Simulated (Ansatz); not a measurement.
# Ti2S2O3: one geometry, two states

An SCF can end in more than one state. Here Ti2S2O3, a structure type of another compound, with these elements put in, is run from each state found earlier: which lies lowest, and what else changes?

Computed, not measured: Ansatz 0.2.0, DFT, r2SCAN, with U_eff = 4.79 eV on Ti d, U_eff = 6.4 eV on O p, plane waves, PAW.

## (1) Geometry

Symmetry: R-3m, No. 166, trigonal system. Conventional cell: a = 5.194 Å, b = 5.194 Å, c = 12.401 Å, α = 90.00°, β = 90.00°, γ = 120.00°. O (site symmetry 2/m) is surrounded by 2 Ti at 1.75 Å. Ti (site symmetry 3m) is surrounded by 3 O at 1.75 Å. S (site symmetry -3m) has 6 O at 2.55 Å as nearest neighbours. S (site symmetry -3m) has 6 O at 2.60 Å as nearest neighbours.

As a file:

```
CELL_PARAMETERS angstrom
2.59705 1.49941 4.13353
-2.59705 1.49941 4.13353
0.00000 -2.99882 4.13353
ATOMIC_POSITIONS crystal
O 0.00000 0.00000 0.50000
O 0.50000 0.00000 0.00000
O 0.00000 0.50000 0.00000
Ti 0.24013 0.24013 0.24013
Ti 0.75987 0.75987 0.75987
S 0.00000 0.00000 0.00000
S 0.50000 0.50000 0.50000
```

The states: A, Ti4 down, Ti5 down, S6 down, S7 up (collinear spin); B, Ti4 up, S6 down, S7 down (collinear spin). Each run reads its own saved solution as saved_state.

## (2) State A: the run

File input.yaml:

```yaml
crystal:
  lattice:
    - [2.59705056, 1.49940834, 4.13352971]
    - [-2.59705056, 1.49940834, 4.13352971]
    - [0.0, -2.99881669, 4.13352971]
  atoms:
    - { symbol: O, position: [0.0, 0.0, 0.5], spin: 0.0 }
    - { symbol: O, position: [0.5, 0.0, 0.0], spin: 0.0 }
    - { symbol: O, position: [0.0, 0.5, 0.0], spin: 0.0 }
    - { symbol: Ti, position: [0.24013, 0.24013, 0.24013], spin: 1.0 }
    - { symbol: Ti, position: [0.75987, 0.75987, 0.75987], spin: -1.0 }
    - { symbol: S, position: [0.0, 0.0, 0.0], spin: 0.0 }
    - { symbol: S, position: [0.5, 0.5, 0.5], spin: 0.0 }
kpoints:
  mp_grid: { grid: [5, 5, 5], shift: [0, 0, 0] }
  band_path:
    path:
      - [0.0, 0.0, 0.0]
      - [0.5, 0.5, 0.5]
      - [0.74561178, 0.25438822, 0.5]
      - [0.5, -0.25438822, 0.25438822]
      - [0.5, 0.0, 0.0]
      - [0.0, 0.0, 0.0]
      - [0.37719411, -0.37719411, 0.0]
      - [0.62280589, 0.0, 0.37719411]
      - [0.5, 0.0, 0.5]
      - [0.0, 0.0, 0.0]
    npoints: 6
magnetization:
  spin_polarized: true
scf:
  occupations: { method: fermi_dirac, width: 0.0195 }
  lower_state_search: "off"
  max_iter: 200
hamiltonian:
  pseudopotentials: { kind: paw }
  xc: r2scan
  hubbard:
    projectors: all-electron-ortho-atomic
    sites:
      - { species: Ti, l: d, u_eff: 4.79 }
      - { species: O, l: p, u_eff: 6.4 }
basis:
  ecutwfc: 500
  fft_grid_basis: typed
output:
  forces: true
  stress: true
  eigenvalues: true
  bader: true
  populations: true
  elf: true
  write_potential: true
  volumetric_format: npy
  dos:
    e_range: [-12, 8]
    de: 0.05
    projected: { site_lists: { O: [O], S: [S], Ti: [Ti] } }
checkpoint:
  read: saved_state
```

The log of the run (excerpt; [...] marks lines left out):

```text
Warning: crystal.lattice misses the space group found at crystal.symmetry.tolerance 1.0e-5 in a digit that the deck types, which is why this is a warning: making the lattice exact moves one of its numbers by a whole unit of that number's last typed decimal, or more. The operation that it [...]
Warning: RAYON_NUM_THREADS=1 ignored (pool sized by the plan → 1); use --threads N
O: projections on atomic orbitals take those of the free atom [He] 2s2 2p4, of charge +0.00 (hamiltonian.pseudopotentials.projection_atoms); the dataset's partial waves leave at most 1.9e-8 of an orbital's norm unspanned inside its sphere
Ti: projections on atomic orbitals take those of the free atom [Ne] 3s2 3p6 3d2 4s2, of charge +0.00 (hamiltonian.pseudopotentials.projection_atoms); the dataset's partial waves leave at most 4.1e-7 of an orbital's norm unspanned inside its sphere
S: projections on atomic orbitals take those of the free atom [Ne] 3s2 3p4, of charge +0.00 (hamiltonian.pseudopotentials.projection_atoms); the dataset's partial waves leave at most 1.6e-7 of an orbital's norm unspanned inside its sphere
[...]
Pseudopotentials: kind: paw
Pseudopotential: O, paw, valence charge 6, recommended cutoff 500 eV (meta_gga), O.paw.azcp
Pseudopotential: Ti, paw, valence charge 12, recommended cutoff 500 eV (meta_gga), Ti.paw.azcp
Pseudopotential: S, paw, valence charge 6, recommended cutoff 500 eV (meta_gga), S.paw.azcp
Functional definition: r2SCAN
[...]
Crystal: 7 atoms, lattice volume = 96.577 Å³
[...]
Spin contamination: 1.8297 ħ² per cell (⟨S²⟩ above its minimum at these occupations)
[...]
Free energy (F): -8508.688313 eV
[...]
E sigma→0 (E₀):  -8508.687790 eV
Entropy (-TS):   -0.001046 eV (-0.149 meV/atom)
Fermi energy:    9.013149 eV
[...]
--- Forces (eV/Å), atoms counted from 1 ---
  atom   1  O     -0.00000000     0.00087453     0.00054371
  atom   2  O     -0.00075737    -0.00043727     0.00054371
  atom   3  O      0.00075737    -0.00043727     0.00054371
  atom   4  Ti     0.00000000    -0.00000000     4.97910221
  atom   5  Ti     0.00000000     0.00000000    -4.98037958
  atom   6  S      0.00000000     0.00000000    -0.00004183
  atom   7  S     -0.00000000     0.00000000    -0.00020415
[...]
--- Stress (GPa, compression-positive) ---
       31.053496       0.000000       0.000000
        0.000000      31.053496      -0.000000
        0.000000      -0.000000      31.526611
  P = ⅓ Tr σ = 31.2112 GPa (312.112 kbar)
--- Band table (eV; the first three rows and the last of 38) ---
[...]
Occupation matrices written to <dir>
--- Löwdin populations: 7 sites ---
  site symbol       q [e]    m [muB]
     0      O      6.7291     0.2066
     1      O      6.7291     0.2066
     2      O      6.7291     0.2066
     3     Ti     10.5721    -0.7986
     4     Ti     10.5721    -0.7988
     5      S      6.2668    -0.4781
     6      S      6.1205     1.4925
  spilling = 0.005209 (of n_electrons = 54.000000)
--- Bader charges: 7 sites ---
  site symbol  charge [e]  shift [e]    m [muB]
     0      O     -1.2338     0.0054     0.1641
     1      O     -1.2338     0.0054     0.1641
     2      O     -1.2338     0.0054     0.1641
     3     Ti      2.2259     0.0081    -0.7004
     4     Ti      2.2258     0.0081    -0.7006
     5      S     -0.4272     0.0000    -0.4450
     6      S     -0.3232     0.0000     1.3540
  estimated error of the sums over rays = 6.6e-4 e
```

It took 2.7 min on 1 thread, shared host; peak memory 0.84 GiB.

## (3) State A: levels and charges

Counts of states in windows (eV from the Fermi level; tetrahedra), total and projected:

| from | to | total | up | down | O p | S p | Ti d |
| --- | --- | --- | --- | --- | --- | --- | --- |
| -8.0 | -7.0 | 2.50 | 1.70 | 0.80 | 1.62 | 0.49 | 0.31 |
| -7.0 | -6.0 | 8.50 | 4.20 | 4.31 | 6.05 | 0.50 | 1.28 |
| -6.0 | -5.0 | 4.25 | 2.53 | 1.73 | 3.14 | 0.39 | 0.45 |
| -5.0 | -4.0 | 2.07 | 0.40 | 1.67 | 1.65 | 0.15 | 0.19 |
| -4.0 | -3.0 | 2.19 | 0.94 | 1.26 | 0.60 | 1.20 | 0.24 |
| -3.0 | -2.0 | 1.67 | 0.91 | 0.76 | 0.14 | 1.24 | 0.19 |
| -2.0 | -1.0 | 2.94 | 1.84 | 1.10 | 0.33 | 2.13 | 0.36 |
| -1.0 | 0.0 | 3.64 | 1.31 | 2.33 | 0.54 | 2.25 | 0.71 |
| 0.0 | 1.0 | 1.92 | 0.16 | 1.76 | 0.32 | 1.07 | 0.45 |

The bands computed are complete only to about 2.0 eV above the Fermi level.

By element, from the tables in the log (a charge is positive for electrons lost): Löwdin charges also hold the electrons that the projection spills.

| element | atoms | Bader charge (e) | Bader volume (Å³) | Löwdin charge (e) | Bader moment, size (μB) |
| --- | --- | --- | --- | --- | --- |
| O | 3 | -1.23 | 10.2 | -0.73 | 0.16 |
| Ti | 2 | +2.23 | 9.7 | +1.43 | 0.70 |
| S | 2 | -0.43 to -0.32 | 23.1 to 23.6 | -0.27 to -0.12 | 0.44 to 1.35 |

The Löwdin projection spills 0.5 % of the electrons and depends on the orbitals chosen; where it disagrees with Bader's partition, neither is an observable.

Eigenvalues of the corrected shells' occupation matrices:

| atom | shell | spin | eigenvalues |
| --- | --- | --- | --- |
| O1 | p | up | 0.81 0.87 0.91 |
| O1 | p | down | 0.79 0.80 0.80 |
| O2 | p | up | 0.81 0.87 0.91 |
| O2 | p | down | 0.79 0.80 0.80 |
| O3 | p | up | 0.81 0.87 0.91 |
| O3 | p | down | 0.79 0.80 0.80 |
| Ti4 | d | up | 0.08 0.10 0.10 0.20 0.20 |
| Ti4 | d | down | 0.13 0.13 0.23 0.23 0.74 |
| Ti5 | d | up | 0.08 0.10 0.10 0.20 0.20 |
| Ti5 | d | down | 0.13 0.13 0.23 0.23 0.74 |

The main site moments: Ti4 down, Ti5 down, S6 down, S7 up.

## (4) Run from state B

File input.yaml:

```yaml
crystal:
  lattice:
    - [2.59705056, 1.49940834, 4.13352971]
    - [-2.59705056, 1.49940834, 4.13352971]
    - [0.0, -2.99881669, 4.13352971]
  atoms:
    - { symbol: O, position: [0.0, 0.0, 0.5] }
    - { symbol: O, position: [0.5, 0.0, 0.0] }
    - { symbol: O, position: [0.0, 0.5, 0.0] }
    - { symbol: Ti, position: [0.24013, 0.24013, 0.24013], spin: 1.0 }
    - { symbol: Ti, position: [0.75987, 0.75987, 0.75987], spin: 1.0 }
    - { symbol: S, position: [0.0, 0.0, 0.0] }
    - { symbol: S, position: [0.5, 0.5, 0.5] }
  symmetry: { detect: false, time_reversal: true }
kpoints:
  mp_grid: { grid: [5, 5, 5], shift: [0, 0, 0] }
magnetization:
  spin_polarized: true
scf:
  occupations: { method: fermi_dirac, width: 0.0195 }
  lower_state_search: "off"
  max_iter: 200
hamiltonian:
  pseudopotentials: { kind: paw }
  xc: r2scan
  hubbard:
    projectors: all-electron-ortho-atomic
    sites:
      - { species: Ti, l: d, u_eff: 4.79 }
      - { species: O, l: p, u_eff: 6.4 }
basis:
  ecutwfc: 500
  fft_grid_basis: typed
output:
  forces: true
  stress: true
  eigenvalues: true
  bader: true
  populations: true
  elf: true
  write_potential: true
  volumetric_format: npy
  dos:
    e_range: [-12, 8]
    de: 0.05
    projected: { site_lists: { O: [O], S: [S], Ti: [Ti] } }
checkpoint:
  read: saved_state
```

The log of the run (excerpt; [...] marks lines left out):

```text
Warning: RAYON_NUM_THREADS=1 ignored (pool sized by the plan → 1); use --threads N
O: projections on atomic orbitals take those of the free atom [He] 2s2 2p4, of charge +0.00 (hamiltonian.pseudopotentials.projection_atoms); the dataset's partial waves leave at most 1.9e-8 of an orbital's norm unspanned inside its sphere
Ti: projections on atomic orbitals take those of the free atom [Ne] 3s2 3p6 3d2 4s2, of charge +0.00 (hamiltonian.pseudopotentials.projection_atoms); the dataset's partial waves leave at most 4.1e-7 of an orbital's norm unspanned inside its sphere
S: projections on atomic orbitals take those of the free atom [Ne] 3s2 3p4, of charge +0.00 (hamiltonian.pseudopotentials.projection_atoms); the dataset's partial waves leave at most 1.6e-7 of an orbital's norm unspanned inside its sphere
[...]
[... 2 set-up lines as earlier in the session ...]
[...]
       30.609680      -0.000019      -0.000012
       -0.000019      30.609665      -0.000077
       -0.000005      -0.000055      27.437057
  P = ⅓ Tr σ = 29.5521 GPa (295.521 kbar)
--- Band table (eV; the first three rows and the last of 126) ---
[...]
Occupation matrices written to <dir>
--- Löwdin populations: 7 sites ---
  site symbol       q [e]    m [muB]
     0      O      6.7208    -0.2245
     1      O      6.7208    -0.2245
     2      O      6.7208    -0.2245
     3     Ti     10.6045     0.9469
     4     Ti     10.4848     0.3451
     5      S      6.2762    -0.8763
     6      S      6.1816    -1.3795
  spilling = 0.005380 (of n_electrons = 54.000000)
--- Bader charges: 7 sites ---
  site symbol  charge [e]  shift [e]    m [muB]
     0      O     -1.2336     0.0058    -0.2155
     1      O     -1.2336     0.0058    -0.2155
     2      O     -1.2336     0.0058    -0.2155
     3     Ti      2.1667     0.0077     0.8373
     4     Ti      2.3852     0.0095     0.2527
     5      S     -0.4602     0.0000    -0.7886
     6      S     -0.3909     0.0000    -1.2505
  estimated error of the sums over rays = 6.6e-4 e
```

Wall time 7.1 min (1 thread of an Arm CPU, shared host); peak memory 0.98 GiB.

## (5) State B: levels and charges

Counts of states in windows (eV from the Fermi level; tetrahedra), total and projected:

```csv
from,to,total,up,down,O p,S p,Ti d
-8.0,-7.0,2.78,0.82,1.96,1.83,0.48,0.37
-7.0,-6.0,8.60,4.35,4.24,6.07,0.47,1.38
-6.0,-5.0,4.03,1.81,2.22,3.02,0.35,0.41
-5.0,-4.0,1.81,1.62,0.19,1.43,0.12,0.17
-4.0,-3.0,2.14,1.19,0.95,0.56,1.20,0.22
-3.0,-2.0,1.79,0.49,1.30,0.14,1.37,0.17
-2.0,-1.0,2.80,1.02,1.78,0.30,2.02,0.35
-1.0,0.0,3.56,1.78,1.77,0.58,2.31,0.54
0.0,1.0,1.81,1.61,0.20,0.20,1.17,0.36
1.0,2.0,4.92,3.51,1.42,0.43,0.98,3.16
```

The bands computed are complete only to about 3.0 eV above the Fermi level.

By element, from the tables in the log (a charge is positive for electrons lost): Löwdin charges also hold the electrons that the projection spills.

```csv
element,atoms,Bader charge (e),Bader volume (Å³),Löwdin charge (e),"Bader moment, size (μB)"
O,3,-1.23,10.2,-0.72,0.22
Ti,2,+2.17 to +2.39,9.3 to 9.7,+1.39 to +1.51,0.25 to 0.84
S,2,-0.46 to -0.39,23.4 to 23.6,-0.28 to -0.18,0.79 to 1.25
```

The Löwdin projection spills 0.5 % of the electrons and depends on the orbitals chosen; where it disagrees with Bader's partition, neither is an observable.

Eigenvalues of the corrected shells' occupation matrices:

| atom | shell | spin | eigenvalues |
| --- | --- | --- | --- |
| O1 | p | up | 0.78 0.79 0.82 |
| O1 | p | down | 0.80 0.89 0.91 |
| O2 | p | up | 0.78 0.79 0.82 |
| O2 | p | down | 0.80 0.89 0.91 |
| O3 | p | up | 0.78 0.79 0.82 |
| O3 | p | down | 0.80 0.89 0.91 |
| Ti4 | d | up | 0.12 0.12 0.22 0.22 0.86 |
| Ti4 | d | down | 0.08 0.09 0.09 0.19 0.19 |
| Ti5 | d | up | 0.20 0.20 0.23 0.27 0.27 |
| Ti5 | d | down | 0.13 0.13 0.13 0.24 0.24 |

The main site moments: Ti4 up, S6 down, S7 down.

## (6) Comparison

| state | free energy (meV/atom) | largest site moment (μB) | size of the net moment (μB/cell) | gap (eV) | pressure (GPa) | largest force (eV/Å) | SCF cycles |
| --- | --- | --- | --- | --- | --- | --- | --- |
| A | 0.0 | 1.15 | 0.00 | half-metal | 31.2 | 4.98 | 13 |
| B | 2.4 | 1.06 | 1.60 | metal | 29.6 | 5.34 | 25 |

State A wins by 2.4 meV per atom over B. They differ in kind: A is a half-metal, B is a metal. On this mesh and smearing a half-metal can't be told from a magnetic semiconductor with a tiny gap. The atoms are far from rest (forces to 5.3 eV/Å), so order and character hold for this geometry alone. At the same volume their pressures differ by 1.7 GPa. Every run converged, so convergence alone does not show that a state is the lowest.
